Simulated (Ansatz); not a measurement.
# H3SiTi: the cost of one run

Method: the settings change from run to run; program: Ansatz 0.2.0, Gaussian basis.

16 further runs of the same task are left out: 6 that didn't finish, 10 set aside as unsound or not needed. Runs told in other sessions of the task aren't counted.

### Step 1. The geometry

The geometry is a PBE0/def2-TZVP stationary point (not a proven minimum) of the parent state, kept for this charge and spin.

5 atoms, charge 1, spin multiplicity 7.

Atoms are counted from 1 here; the program's logs count them from 0.

Bond lengths: Ti1–Si2 2.612 Å, Ti1–H4 2.079 Å, Ti1–H5 2.078 Å, Si2–H3 1.484 Å, Si2–H4 1.541 Å, Si2–H5 1.541 Å. Angles: Si2–Ti1–H4 36.1°, Si2–Ti1–H5 36.1°, H4–Ti1–H5 70.1°, Ti1–Si2–H3 113.0°, Ti1–Si2–H4 52.7°, Ti1–Si2–H5 52.7°, H3–Si2–H4 113.8°, H3–Si2–H5 113.8°, H4–Si2–H5 101.5°, Ti1–H4–Si2 91.2°, Ti1–H5–Si2 91.2°.

Geometry (Å):

```xyz
5
charge 1, multiplicity 7
Ti   -0.0311    0.0000    1.0122
Si    0.0757    0.0000   -1.5980
H    -1.2664    0.0000   -2.2324
H     0.3175    1.1934   -0.6535
H     0.3175   -1.1934   -0.6535
```

### Step 2. BCCD(T) on UHF/def2-SVP

in.yaml reads:

```yaml
crystal:
  periodic: [false, false, false]
  atoms:
    - {symbol: Ti, position_ang: [-0.031147, 0.000000, 1.012157]}
    - {symbol: Si, position_ang: [0.075744, 0.000000, -1.598028]}
    - {symbol: H, position_ang: [-1.266377, -0.000001, -2.232405]}
    - {symbol: H, position_ang: [0.317500, 1.193394, -0.653502]}
    - {symbol: H, position_ang: [0.317501, -1.193393, -0.653502]}
basis:
  gaussian: {orbitals: def2-SVP}
total_charge: 1
magnetization: {spin_polarized: true, initial_magnetization: 6}
correlation: {method: bccd_t, electrons: outside_noble_gas}
accuracy: high
scf: {omitted_lower_state_checks: [cluster_reference]}
```

Command:

```sh
$ ansatz run in.yaml --threads 1 --pin off --events-out ev --progress --plain --max-ram 2393MiB
```

**Question.** How long does this run take on 1 thread of Arm Neoverse V1, shared host, and how much memory does it need?

About 50 s, with a peak of 0.32 GiB.
